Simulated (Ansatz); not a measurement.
# Bi2TeO4: the cost of one run

Method: DFT PBE, scalar-relativistic, plane waves, PAW, unless a step names another level, in Ansatz 0.2.0.

6 further runs of the same task are left out: 4 that didn't finish, 2 set aside as unsound or not needed. Runs told in other sessions of the task aren't counted.

**1. The starting structure**

The structure is tetragonal, space group I4/mmm (No. 139). Conventional cell: a = 4.261 Å, b = 4.261 Å, c = 12.537 Å, α = 90.00°, β = 90.00°, γ = 90.00°. Bi (site symmetry 4mm) is surrounded by 4 O at 2.40 Å. Te (site symmetry 4/mmm) has 4 O at 2.13 Å in its first shell of neighbours. O (site symmetry mmm) has 2 Te at 2.13 Å in its first shell of neighbours. O (site symmetry -4m2) is surrounded by 4 Bi at 2.40 Å.

As a file:

```
Bi Te O
1.0
    -2.13045    2.13045    6.26833
     2.13045   -2.13045    6.26833
     2.13045    2.13045   -6.26833
Bi Te O
2 1 4
Direct
  0.33762 0.33762 0.00000
  0.66238 0.66238 0.00000
  0.00000 0.00000 0.00000
  0.50000 0.00000 0.50000
  0.00000 0.50000 0.50000
  0.75000 0.25000 0.50000
  0.25000 0.75000 0.50000
```

It came out lowest among 27 distinct ends of the trial cells. At a tolerance of 0.05 Å it has space group I4/mmm (No. 139).

**2. Tight relaxation for the response runs, on the response runs' mesh and smearing**

input.yaml reads:

```yaml
crystal:
  lattice:
    - [-2.1304492591, 2.1304492591, 6.2683343153]
    - [2.1304492591, -2.1304492591, 6.2683343153]
    - [2.1304492591, 2.1304492591, -6.2683343153]
  atoms:
    - { symbol: Bi, position: [0.3376235431, 0.3376235431, 0.0] }
    - { symbol: Bi, position: [0.6623764569, 0.6623764569, 0.0] }
    - { symbol: Te, position: [0.0, 0.0, 0.0] }
    - { symbol: O, position: [0.5, 0.0, 0.5] }
    - { symbol: O, position: [0.0, 0.5, 0.5] }
    - { symbol: O, position: [0.75, 0.25, 0.5] }
    - { symbol: O, position: [0.25, 0.75, 0.5] }
basis:
  ecutwfc: 420
kpoints:
  mp_grid: { grid: [10, 10, 10] }
hamiltonian:
  xc: pbe
scf:
  occupations: { method: gaussian, width: 0.1 }
output:
  forces: true
  stress: true
  eigenvalues: true
relax:
  adjacent_minimum: "off"
  f_tol: 0.001
  max_steps: 60
  cell: { stress_tol: 0.01 }
```

Command:

```
$ ansatz run input.yaml --threads 3 --pin off --max-ram 7680MiB --backend cpu --events-out ev --progress --plain --runs-dir out
```

Q: Estimate wall time and peak memory on 3 threads of Intel Xeon Platinum 8375C at 2.90GHz (Ice Lake), shared host.

About 65 s, with a peak of 0.75 GiB.
